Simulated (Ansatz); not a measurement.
# CH4ClGeO (SMILES [CH3][Ge]([OH])[Cl]): UHSE06/6-31G(d) (spherical functions)

What is the vertical ionisation energy of CH4ClGeO at UHSE06/6-31G* (spherical functions)? 

The calculation is run with Ansatz 0.2.0.

122 further runs of the same task are left out: 122 set aside as unsound or not needed.

## (1) Starting point

The species is CH4ClGeO (8 atoms), meant as a doublet with charge 0. SMILES: `[CH3][Ge]([OH])[Cl]`. The shape is that of a PBE0-D4/def2-TZVP optimisation. This is one conformer, not always the lowest.

Bond lengths: C1–Ge2 1.958 Å, Ge2–O3 1.780 Å, Ge2–Cl4 2.184 Å, C1–H5 1.090 Å, C1–H6 1.092 Å, C1–H7 1.089 Å, O3–H8 0.961 Å. Angles: C1–Ge2–O3 104.8°, C1–Ge2–Cl4 109.0°, O3–Ge2–Cl4 106.9°, Ge2–C1–H5 109.2°, Ge2–C1–H6 107.2°, Ge2–C1–H7 109.9°, Ge2–O3–H8 113.2°, H5–C1–H6 110.0°, H5–C1–H7 110.2°, H6–C1–H7 110.2°.

## (2) A single-point energy at UHSE06/6-31G(d) (spherical functions)

in.yaml

```yaml
crystal:
  periodic: [false, false, false]
  atoms:
    - symbol: C
      position_ang: [0.070000, 1.235100, -0.045900]
    - symbol: Ge
      position_ang: [-0.661500, -0.553500, 0.272700]
    - symbol: O
      position_ang: [0.714600, -1.504600, 0.880000]
    - symbol: Cl
      position_ang: [-1.247100, -1.432100, -1.639400]
    - symbol: H
      position_ang: [0.419500, 1.652400, 0.898100]
    - symbol: H
      position_ang: [0.906900, 1.122600, -0.737600]
    - symbol: H
      position_ang: [-0.694800, 1.876200, -0.480900]
    - symbol: H
      position_ang: [0.584600, -2.453200, 0.797100]
basis:
  gaussian:
    orbitals: 6-31G_st_-spherical.json
magnetization:
  spin_polarized: true
  initial_magnetization: 1
hamiltonian:
  xc: {name: HSE06}
accuracy: high
output: {orbitals: {seedname: orbitals}}
```

The basis set 6-31G* is read from a file made from the Basis Set Exchange's data (not shown).

Command:

```console
$ ansatz run in.yaml --threads 1 --pin off --max-ram 3480MiB --events-out events.jsonl --progress --plain --runs-dir runs
```

Standard output:

```text
Warning: RAYON_NUM_THREADS=1 ignored (pool sized by the plan → 1); use --threads N
Functional definition: HSE06
  name "HSE06"
  parameter a = 0.25
  parameter omega = 0.11/bohr
  exchange = pbe_x - a*pbe_x_sr(omega) + a*exact_x_sr(omega)
  correlation = pbe_c
1884 factors; integrals over basis functions are off by at most 7.8e-9 eV
100 factors; integrals over basis functions are off by at most 1.3e-9 eV
mean field evaluation 1: about -72160.1137 eV, gradient 4.3e1 eV
mean field evaluation 2: about -72137.9203 eV, gradient 8.3e1 eV
mean field evaluation 4: about -72167.6257 eV, gradient 4.2e0 eV
mean field evaluation 8: about -72167.7270 eV, gradient 7.1e-2 eV
mean field evaluation 16: about -72167.7270 eV, gradient 6.6e-5 eV
mean field -72167.72701447 eV, -2652.1150507396 hartree, gradient 9.6e-8 eV, S^2 0.752451; 0 other end points of the search recorded, 0 dependent functions left out
reference -72167.72701781 eV, -2652.1150508621 hartree; 34, 33 occupied and 52, 53 virtual orbitals, 1884 factors
Total energy: -72167.72701781 eV, -2652.1150508621 hartree
```

It took 17 s on 1 thread of Arm Neoverse V2, shared host; peak memory 0.5 GiB.

## (3) The singlet cation, same level

input.yaml

```yaml
crystal:
  periodic: [false, false, false]
  atoms:
    - {symbol: C, position_ang: [0.070000, 1.235100, -0.045900]}
    - {symbol: Ge, position_ang: [-0.661500, -0.553500, 0.272700]}
    - {symbol: O, position_ang: [0.714600, -1.504600, 0.880000]}
    - {symbol: Cl, position_ang: [-1.247100, -1.432100, -1.639400]}
    - {symbol: H, position_ang: [0.419500, 1.652400, 0.898100]}
    - {symbol: H, position_ang: [0.906900, 1.122600, -0.737600]}
    - {symbol: H, position_ang: [-0.694800, 1.876200, -0.480900]}
    - {symbol: H, position_ang: [0.584600, -2.453200, 0.797100]}
basis:
  gaussian:
    orbitals: 6-31G_st_-spherical.json
total_charge: 1
hamiltonian:
  xc: hse06
accuracy: high
output: {orbitals: {seedname: orbitals}}
```

The basis set 6-31G* is read from a file made from the Basis Set Exchange's data (not shown).

Command:

```console
$ ansatz run input.yaml --threads 1 --pin off --max-ram 3480MiB --events-out events.jsonl --progress --plain --runs-dir runs
```

Standard output:

```text
Warning: RAYON_NUM_THREADS=1 ignored (pool sized by the plan → 1); use --threads N
Functional definition: HSE06
  name "HSE06"
  parameter a = 0.25
  parameter omega = 0.11/bohr
  exchange = pbe_x - a*pbe_x_sr(omega) + a*exact_x_sr(omega)
  correlation = pbe_c
1882 factors; integrals over basis functions are off by at most 7.8e-9 eV
100 factors; integrals over basis functions are off by at most 1.3e-9 eV
mean field evaluation 1: about -72144.1700 eV, gradient 8.4e1 eV
mean field evaluation 2: about -72067.3635 eV, gradient 1.8e2 eV
mean field evaluation 4: about -72158.3930 eV, gradient 1.7e1 eV
mean field evaluation 8: about -72159.1510 eV, gradient 8.2e-1 eV
mean field evaluation 16: about -72159.3278 eV, gradient 1.8e-4 eV
mean field -72159.32779896 eV, -2651.8063852628 hartree, gradient 4.8e-8 eV, S^2 0.000000; 0 other end points of the search recorded, 0 dependent functions left out
reference -72159.32780226 eV, -2651.8063853839 hartree; 33, 33 occupied and 53, 53 virtual orbitals, 1882 factors
Total energy: -72159.32780226 eV, -2651.8063853839 hartree
```

Wall time 11 s (1 thread of Arm Neoverse V2, shared host); peak memory 0.33 GiB.

## (4) Results

Level: UHSE06/6-31G* (spherical functions).

| quantity | value |
| --- | --- |
| doublet CH4ClGeO: total energy | -2652.11505 Eh |
| doublet CH4ClGeO: HOMO energy (highest over α and β) | -5.85 eV |
| doublet CH4ClGeO: LUMO energy (lowest over α and β) | -3.38 eV |
| doublet CH4ClGeO: ⟨S²⟩ | 0.752 |
| singlet cation: total energy | -2651.80639 Eh |
| singlet cation: HOMO energy | -14.24 eV |
| singlet cation: LUMO energy | -10.86 eV |
| singlet cation: HOMO–LUMO gap | 3.38 eV |
| vertical ionisation energy (to the singlet cation) | 8.399 eV |

**Reading.** Removing an electron at fixed nuclei costs 8.40 eV (194 kcal/mol). Only the singlet of the ionised species was computed; a triplet could lie lower.
